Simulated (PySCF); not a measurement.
**HoF: from the state search to spectroscopic constants**

What are the lowest state that PBE0 finds, the bond length, vibrational wavenumber and bond energy of HoF, and how much do these hang on the method?

The runs use PySCF 2.14.0; Ho x2c-SVPall, F x2c-SVPall, spin-free X2C with a Gaussian nucleus.

2 further runs of the same task are left out: 2 that didn't finish.

**1. Input**

The job is set up so:

- atoms: Ho, F
- charge: 0
- basis: Ho x2c-SVPall, F x2c-SVPall
- Hamiltonian: spin-free X2C with a Gaussian nucleus
- basis functions: 99
- electrons treated: 76
- masses in u: 164.9303, 18.9984
- levels: PBE0, PBE, r²SCAN, BP86, LC-ωPBE
- grid: 80 radial by 434 angular points
- occupations: held fixed by the projection of orbital angular momentum
- dissociation limit: Ho + F, each in its ground configuration
- starting distance in angstrom: 2.110
- values of 2S to try: 2, 4, 6

Command:

```
$ OMP_NUM_THREADS=2 python dia.py task.json out
```

Further steps of the session: The PBE0 curve of the state that the search chose; Other states along the same grid; PBE (GGA); r²SCAN; BP86; LC-ωPBE (range-separated hybrid).

Before running it: what results should come out? Wanted: for each run, Re; ωe; De; μ.

The runs gave:

Lowest PBE0 solution found, without spin–orbit coupling: quintet, unpaired electrons σ ↑, π ↑↑, φ ↑, about 10.7 electrons in the 4f shell (Mulliken). State 2 has its PBE0 minimum 0.22 eV higher, as a spin-mixed determinant (⟨S²⟩ = 3.00), so this is no gap between pure states. State 3 has its PBE0 minimum 1.05 eV higher. The other levels ran on the lowest alone.

```csv
level,Re (Å),ωe (cm⁻¹),De (eV),μ (D)
PBE0,1.975,557,5.56,-2.70
LC-ωPBE,2.000,550,5.85,-3.00
```

De is counted to Ho + F in their ground configurations. A positive dipole means Ho(−)F(+). No constants: PBE (the points don't follow one smooth fit); BP86 (the points don't follow one smooth fit); r²SCAN (the points don't follow one smooth fit).

In words: Bond lengths run from 1.975 Å (PBE0) to 2.000 Å (LC-ωPBE).

Spin–orbit coupling is left out, which matters for elements this heavy, above all for dissociation energies. With d or f electrons several states lie close, and the lowest PBE0 determinant need not be the measured ground state. With spin–orbit coupling the term label itself may not hold.
